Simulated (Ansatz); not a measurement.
# CH4B2FN: the cost of one run

Computed with Ansatz 0.2.0, driven from Python. The levels of theory stand in the script.

### Step 1. The system

Bond lengths: B1–C2 1.560 Å, C2–N3 1.301 Å, N3–B4 1.499 Å, B4–F5 1.404 Å, B1–H6 1.253 Å, B1–H7 1.160 Å, C2–H8 1.079 Å, B4–H9 1.261 Å. Angles: B1–C2–N3 127.3°, B1–C2–H8 112.6°, N3–C2–H8 120.1°, C2–B1–H6 120.2°, C2–B1–H7 123.0°, H6–B1–H7 115.7°, C2–N3–B4 126.3°, N3–B4–F5 125.7°, N3–B4–H9 116.6°, F5–B4–H9 117.3°.

Input file ch4b2fn.xyz:

```xyz
9

B     0.81190   -0.03730   -1.25850
C     0.27160   -1.03420   -0.18700
N    -0.49920   -0.76340    0.82540
B    -0.89630    0.60280    1.29860
F    -0.34170    1.81580    0.86060
H     0.36160    1.13070   -1.31600
H     1.47100   -0.36790   -2.15460
H     0.60910   -2.04510   -0.35460
H    -1.69960    0.65220    2.26910
```

### Step 2. The script

run_disp.py

```python
'''Dispersion corrections for CH4B2FN.'''

import ansatz as az

system = az.Crystal.molecule_from_extxyz('ch4b2fn.xyz')

calculation = system.calculation().basis(gaussian='def2-SVP')
for name in ['revpbe', 'pbe0']:
    for correction in ('d3bj', 'd4'):
        summary = calculation.functional(name, dispersion=correction).run(threads=1, backend='cpu').report
        print(f'{name:8s} {correction:5s} total {summary["free_energy_ev"]:.5f} eV, of which dispersion {1000 * summary["dispersion"]["energy"]["ev"]:.2f} meV')
```

### Step 3. The input behind the calls

The engine receives this input (first run):

```yaml
crystal:
  periodic: [false, false, false]
  atoms:
    - { symbol: B, position_ang: [0.8119, -0.0373, -1.2585] }
    - { symbol: C, position_ang: [0.2716, -1.0342, -0.187] }
    - { symbol: "N", position_ang: [-0.4992, -0.7634, 0.8254] }
    - { symbol: B, position_ang: [-0.8963, 0.6028, 1.2986] }
    - { symbol: F, position_ang: [-0.3417, 1.8158, 0.8606] }
    - { symbol: H, position_ang: [0.3616, 1.1307, -1.316] }
    - { symbol: H, position_ang: [1.471, -0.3679, -2.1546] }
    - { symbol: H, position_ang: [0.6091, -2.0451, -0.3546] }
    - { symbol: H, position_ang: [-1.6996, 0.6522, 2.2691] }
basis:
  gaussian:
    orbitals: def2-SVP
hamiltonian:
  xc: revpbe
  dispersion: d3bj
```

### Step 4. Running it

Command:

```sh
> python run_disp.py
```

What time and memory should one allow on 1 thread of Arm Neoverse V2, shared host?

About 8.4 s, with a peak of 0.22 GiB.
